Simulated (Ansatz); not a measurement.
# AlBN: a closer look at a trial structure

Computed with Ansatz 0.2.0 (DFT PBE, scalar-relativistic, plane waves, PAW, unless a step's input says otherwise).

### 1 The structure to begin with

Symmetry: P4/mmm, No. 123, tetragonal system. The conventional cell has a = 4.335 Å, b = 4.335 Å, c = 2.662 Å, α = 90.00°, β = 90.00°, γ = 90.00°. Al (site symmetry 4/mmm) is surrounded by 2 Al at 2.66 Å. Around B (site symmetry 4/mmm) lie 2 N at 1.33 Å. Around N (site symmetry 4/mmm) lie 2 B at 1.33 Å.

Coordinates:

```
CELL_PARAMETERS angstrom
4.33506 0.00000 0.00000
0.00000 4.33506 0.00000
0.00000 0.00000 2.66235
ATOMIC_POSITIONS crystal
Al 0.00000 0.00000 0.00000
B 0.50000 0.50000 0.00000
N 0.50000 0.50000 0.50000
```

It is the end of an earlier relaxation with the same method, from an invented guess; it needn't be the stable form of this composition. At a tolerance of 0.05 Å it has space group P4/mmm (No. 123); it has 16.68 Å³/atom, an uncorrected energy of +0.31 eV/atom over the elements.

### 2 Bands, states and charges

input.yaml reads:

```yaml
crystal:
  lattice:
    - [4.3350586889, 0.0, 0.0]
    - [0.0, 4.3350586889, 0.0]
    - [0.0, 0.0, 2.6623473163]
  atoms:
    - { symbol: Al, position: [0.0, 0.0, 0.0] }
    - { symbol: B, position: [0.5, 0.5, 0.0] }
    - { symbol: "N", position: [0.5, 0.5, 0.5] }
basis:
  ecutwfc: 420
kpoints:
  mp_grid: { grid: [10, 10, 18] }
  band_path:
    path:
      - [[0.0, 0.0, 0.0], [0.0, 0.5, 0.0], [0.5, 0.5, 0.0], [0.0, 0.0, 0.0], [0.0, 0.0, 0.5], [0.0, 0.5, 0.5], [0.5, 0.5, 0.5], [0.0, 0.0, 0.5]]
      - [[0.0, 0.5, 0.0], [0.0, 0.5, 0.5]]
      - [[0.5, 0.5, 0.0], [0.5, 0.5, 0.5]]
    npoints: 14
hamiltonian:
  xc: pbe
scf:
  occupations: { method: gaussian, width: 0.1 }
  n_extra_bands: 7
output:
  forces: true
  stress: true
  eigenvalues: true
  populations: true
  dos: { projected: true, de: 0.02, nscf_kmesh: { grid: [12, 12, 22] } }
  bader: true
  write_density: true
  write_potential: true
  elf: true
  volumetric_format: npy
```

Started as:

```console
> ansatz run input.yaml --threads 1 --pin off --max-ram 2560MiB --backend cpu --events-out ev --progress --plain --runs-dir out
```

**Question.** How long does this run take on 1 thread of Arm Neoverse N1, shared host, and how much memory does it need?

About 83 s, with a peak of 0.46 GiB.
